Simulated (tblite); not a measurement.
# C4H8BFP: the cost of one run

Programs: tblite 0.8.0 and PySCF 2.14.0, with density-fitted response routines of our own. Each step states its level of theory. These are calculated values for one molecule in the gas phase, unless marked as measured. Atoms count from 0, in the outputs and in this text.

**1. The molecule as given**

15 atoms, charge 0, multiplicity 2; geometry from: force field or distance geometry start.

Bonds of the start (Å): C0–C1 1.33, C1–C2 1.52, C2–C3 1.53, C3–B4 1.60, B4–F5 1.45, B4–P6 1.93, C0–H7 1.09, C0–H8 1.09, C1–H9 1.08, C2–H10 1.11, C3–H11 1.11, C3–H12 1.09, P6–H13 1.45, P6–H14 1.44.

**2. Geometry optimisation with GFN2-xTB**

Job settings and geometry (Å):

```
{"job": {"kind": "relax", "xc": "GFN2-xTB", "basis": "xTB"}, "charge": 0, "multiplicity": 2}
C     -3.183800    -0.313900     0.290400
C     -2.047500     0.298700    -0.019800
C     -0.726500    -0.429000     0.162500
C      0.433800     0.407300    -0.377300
B      1.775100    -0.454100    -0.293900
F      1.883000    -1.682300    -1.055700
P      3.263100     0.159600     0.766100
H     -4.127000     0.218700     0.165300
H     -3.200200    -1.332700     0.669400
H     -2.069200     1.310700    -0.386500
H     -0.585600    -0.672300     1.232000
H      0.544700     1.322000     0.237500
H      0.248700     0.681200    -1.418300
H      3.582600     1.254300    -0.129200
H      4.204500    -0.760300     0.171400
```

The run is started by

```console
> OMP_NUM_THREADS=1 python probes_run.py task.json out
```

This one command runs all jobs of the session in turn.

**Question.** How long does this first job take on 1 thread of Arm Neoverse V2, shared host?

About 1 s.
